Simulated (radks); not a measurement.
# Os⁴⁺ in [Xe] 4f14 5d3.75 5f0.25: an all-electron calculation

What are the levels of the osmium ion Os4+, how large are its shells, and how does its energy divide?

Method: Dirac Kohn-Sham, PBE, spin-unpolarised, spherical densities, point nucleus; open shells fill j = l - 1/2 first. Code: radks (a radial shooting solver on a logarithmic mesh, Libxc functionals) version 1.

## 1. What is computed

| Item | Value |
| --- | --- |
| element | osmium (Z = 76) |
| charge | +4 |
| electrons | 72 |
| configuration | [Xe] 4f14 5d3.75 5f0.25 |

## 2. Self-consistent calculation

Settings of this run:

```text
Z 76
configuration [Xe] 4f14 5d3.75 5f0.25
relativity Dirac
functional pbe,pbe
spin unpolarised
j_filling energy
nucleus point
c 137.035999084
```

**Question.** What will this run give?

As calculated:

```
                        quantity                   value
                    total energy     -17278.0530 hartree
exchange-correlation share of it                  1.96 %
                            −T/E                  1.1356
          highest occupied level       5f5/2, -18.491 eV
    most extended occupied level  5f5/2, <r> = 3.23 bohr
 radius at density 0.001 e/bohr³               3.37 bohr
    maxima of the radial density                       4
```

5 principal shells are occupied and 4 maxima appear in the radial density; where shells overlap, one shows as a shoulder or not at all. Relativity lifts −T/E to 1.136. This is not the tabulated ground configuration, so its levels and sizes aren't those of the ground state, and no measured value stands beside it.
